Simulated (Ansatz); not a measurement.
**r2SCAN0/def2-SVP (core potential) run of AlSnSiH7 (SMILES [SiH3][AlH][SnH3])**

Aim: the electronic atomisation energy of AlSnSiH7 at r2SCAN0/def2-SVP (core potential), from 5 runs. 

The calculation is run with Ansatz 0.2.0.

44 further runs of the same task are left out: 44 set aside as unsound or not needed.

## 1. The system as given

The species is AlSnSiH7 (10 atoms), meant as a singlet with charge 0. As SMILES, `[SiH3][AlH][SnH3]`. The shape is that of a PBE0-D4/def2-TZVP optimisation.

Bond lengths: Si1–Al2 2.456 Å, Al2–Sn3 2.662 Å, Si1–H4 1.492 Å, Si1–H5 1.489 Å, Si1–H6 1.492 Å, Al2–H7 1.590 Å, Sn3–H8 1.713 Å, Sn3–H9 1.712 Å, Sn3–H10 1.713 Å. Some angles: Si1–Al2–Sn3 119.8°, Si1–Al2–H7 121.6°, Sn3–Al2–H7 118.6°, Al2–Si1–H4 109.8°, Al2–Si1–H5 114.3°, Al2–Si1–H6 109.8°, Al2–Sn3–H8 112.0°, Al2–Sn3–H9 113.4°, Al2–Sn3–H10 111.9°, H4–Si1–H5 107.9°.

## 2. The energy at r2SCAN0/def2-SVP (core potential)

Contents of in.yaml:

```yaml
crystal:
  periodic: [false, false, false]
  atoms:
    - {symbol: Si, position_ang: [-1.727600, 1.016900, -0.987400]}
    - {symbol: Al, position_ang: [0.630900, 0.366100, -0.771800]}
    - {symbol: Sn, position_ang: [1.403800, -1.143700, 1.279600]}
    - {symbol: H, position_ang: [-2.584500, -0.202700, -1.056000]}
    - {symbol: H, position_ang: [-2.025800, 1.852500, -2.183800]}
    - {symbol: H, position_ang: [-2.154500, 1.780100, 0.221500]}
    - {symbol: H, position_ang: [1.723200, 0.824500, -1.833100]}
    - {symbol: H, position_ang: [2.608000, -0.374300, 2.224600]}
    - {symbol: H, position_ang: [0.128400, -1.541500, 2.349800]}
    - {symbol: H, position_ang: [2.081400, -2.629000, 0.759800]}
basis:
  gaussian:
    orbitals: def2-SVP
accuracy: high
output: {orbitals: {seedname: orbitals}}
hamiltonian:
  xc: {name: r2SCAN0}
```

Launch:

```sh
$ ansatz run in.yaml --threads 1 --pin off --max-ram 3480MiB --events-out events.jsonl --progress --plain --runs-dir runs
```

Standard output:

```text
Warning: RAYON_NUM_THREADS=1 ignored (pool sized by the plan → 1); use --threads N
Functional definition: r2SCAN0
  name "r2SCAN0"
  parameter a = 0.25
  parameter k0 = 0.174
  parameter k1 = 0.065
  parameter a1 = 4.9479
  exchange = (1 - a)*r2scan_x(k0 = k0, k1 = k1, a1 = a1) + a*exact_x
  correlation = r2scan_c
2236 factors; integrals over basis functions are off by at most 3.6e-8 eV
mean field evaluation 1: about -20413.4153 eV, gradient 1.1e1 eV
mean field evaluation 2: about -20413.7605 eV, gradient 6.5e0 eV
mean field evaluation 4: about -20413.9377 eV, gradient 1.1e0 eV
mean field evaluation 8: about -20414.0324 eV, gradient 6.9e-2 eV
mean field evaluation 16: about -20414.0325 eV, gradient 3.6e-6 eV
mean field -20414.03245988 eV, -750.2018557724 hartree, gradient 2.7e-8 eV, S^2 0.000000; 0 other end points of the search recorded, 0 dependent functions left out
reference -20414.03246074 eV, -750.2018558040 hartree; 28, 28 occupied and 69, 69 virtual orbitals, 2236 factors
Total energy: -20414.03246074 eV, -750.2018558040 hartree
```

Run time: 20 s. Hardware: 1 thread of Intel Xeon Platinum 8259CL at 2.50GHz (Skylake/Cascade Lake), shared host; peak memory 0.46 GiB.

## 3. The Al atom at the same level

Contents of in.yaml:

```yaml
crystal:
  periodic: [false, false, false]
  atoms:
    - symbol: Al
      position_ang: [0.000000, 0.000000, 0.000000]
basis:
  gaussian:
    orbitals: def2-SVP
magnetization:
  spin_polarized: true
  initial_magnetization: 1
hamiltonian:
  xc: {name: r2SCAN0}
accuracy: high
```

Run the same way, it converges to -242.24436 Eh (log not shown).

## 4. The H atom, same level

Contents of input.yaml:

```yaml
crystal:
  periodic: [false, false, false]
  atoms:
    - {symbol: H, position_ang: [0.000000, 0.000000, 0.000000]}
basis:
  gaussian:
    orbitals: def2-SVP
magnetization:
  spin_polarized: true
  initial_magnetization: 1
hamiltonian:
  xc: {name: r2SCAN0}
accuracy: high
```

Launch:

```sh
$ ansatz run input.yaml --threads 1 --pin off --max-ram 3480MiB --events-out events.jsonl --progress --plain --runs-dir runs
```

Standard output:

```text
Warning: RAYON_NUM_THREADS=1 ignored (pool sized by the plan → 1); use --threads N
Functional definition: r2SCAN0
  name "r2SCAN0"
  parameter a = 0.25
  parameter k0 = 0.174
  parameter k1 = 0.065
  parameter a1 = 4.9479
  exchange = (1 - a)*r2scan_x(k0 = k0, k1 = k1, a1 = a1) + a*exact_x
  correlation = r2scan_c
15 factors; integrals over basis functions are off by at most 8.9e-10 eV
mean field evaluation 1: about -13.5812 eV, gradient 5.2e-1 eV
mean field evaluation 2: about -13.5847 eV, gradient 5.9e-2 eV
mean field evaluation 4: about -13.5846 eV, gradient 1.1e-5 eV
mean field evaluation 8: about -13.5846 eV, gradient 1.5e-8 eV
mean field -13.58464121 eV, -0.4992263564 hartree, gradient 1.5e-8 eV, S^2 0.750000; 0 other end points of the search recorded, 0 dependent functions left out
reference -13.58464187 eV, -0.4992263807 hartree; 1, 0 occupied and 4, 5 virtual orbitals, 15 factors
Total energy: -13.58464187 eV, -0.4992263807 hartree
```

Run time: 0.67 s. Hardware: 1 thread of Intel Xeon Platinum 8259CL at 2.50GHz (Skylake/Cascade Lake), shared host.

## 5. The Si atom

Contents of in.yaml:

```yaml
crystal:
  periodic: [false, false, false]
  atoms:
    - {symbol: Si, position_ang: [0.000000, 0.000000, 0.000000]}
basis:
  gaussian: {orbitals: def2-SVP}
magnetization: {spin_polarized: true, initial_magnetization: 2}
hamiltonian: {xc: {name: r2SCAN0}}
accuracy: high
```

Run the same way, it converges to -289.24344 Eh (log not shown).

## 6. The Sn atom, same level

Contents of run.yaml:

```yaml
basis:
  gaussian: {orbitals: def2-SVP}
crystal:
  periodic: [false, false, false]
  atoms:
    - {symbol: Sn, position_ang: [0.000000, 0.000000, 0.000000]}
accuracy: high
hamiltonian: {xc: {name: r2SCAN0}}
magnetization: {spin_polarized: true, initial_magnetization: 2}
```

Launch:

```sh
$ ansatz run run.yaml --threads 1 --pin off --max-ram 3480MiB --events-out events.jsonl --progress --plain --runs-dir runs
```

Standard output:

```text
Warning: RAYON_NUM_THREADS=1 ignored (pool sized by the plan → 1); use --threads N
Functional definition: r2SCAN0
  name "r2SCAN0"
  parameter a = 0.25
  parameter k0 = 0.174
  parameter k1 = 0.065
  parameter a1 = 4.9479
  exchange = (1 - a)*r2scan_x(k0 = k0, k1 = k1, a1 = a1) + a*exact_x
  correlation = r2scan_c
223 factors; integrals over basis functions are off by at most 2.0e-9 eV
mean field evaluation 1: about -5831.3757 eV, gradient 2.2e0 eV
mean field evaluation 2: about -5831.4266 eV, gradient 7.1e-1 eV
mean field evaluation 4: about -5831.4323 eV, gradient 3.3e-1 eV
mean field evaluation 8: about -5831.4327 eV, gradient 3.9e-4 eV
mean field evaluation 16: about -5831.4327 eV, gradient 8.4e-9 eV
mean field -5831.43271096 eV, -214.3011994406 hartree, gradient 8.5e-9 eV, S^2 2.005001; 0 other end points of the search recorded, 0 dependent functions left out
reference -5831.43271338 eV, -214.3011995298 hartree; 12, 10 occupied and 14, 16 virtual orbitals, 223 factors
Total energy: -5831.43271338 eV, -214.3011995298 hartree
```

It took 3.6 s on 1 thread of Intel Xeon Platinum 8259CL at 2.50GHz (Skylake/Cascade Lake), shared host; peak memory 0.18 GiB.

## 7. Results

Level: r2SCAN0/def2-SVP (core potential).

| quantity | value |
| --- | --- |
| molecule: total energy | -750.20186 Eh |
| molecule: HOMO energy | -7.34 eV |
| molecule: LUMO energy | -2.44 eV |
| molecule: HOMO–LUMO gap | 4.91 eV |
| Al atom: total energy | -242.24436 Eh |
| Al atom: ⟨S²⟩ | 0.756 |
| H atom: total energy | -0.49923 Eh |
| H atom: ⟨S²⟩ | 0.750 |
| Si atom: total energy | -289.24344 Eh |
| Si atom: ⟨S²⟩ | 2.006 |
| Sn atom: total energy | -214.30120 Eh |
| Sn atom: ⟨S²⟩ | 2.005 |
| electronic atomisation energy | 24.987 eV |

What this shows: Taking the molecule apart into free atoms costs 24.99 eV (576 kcal/mol), before zero-point energy and without spin-orbit coupling.
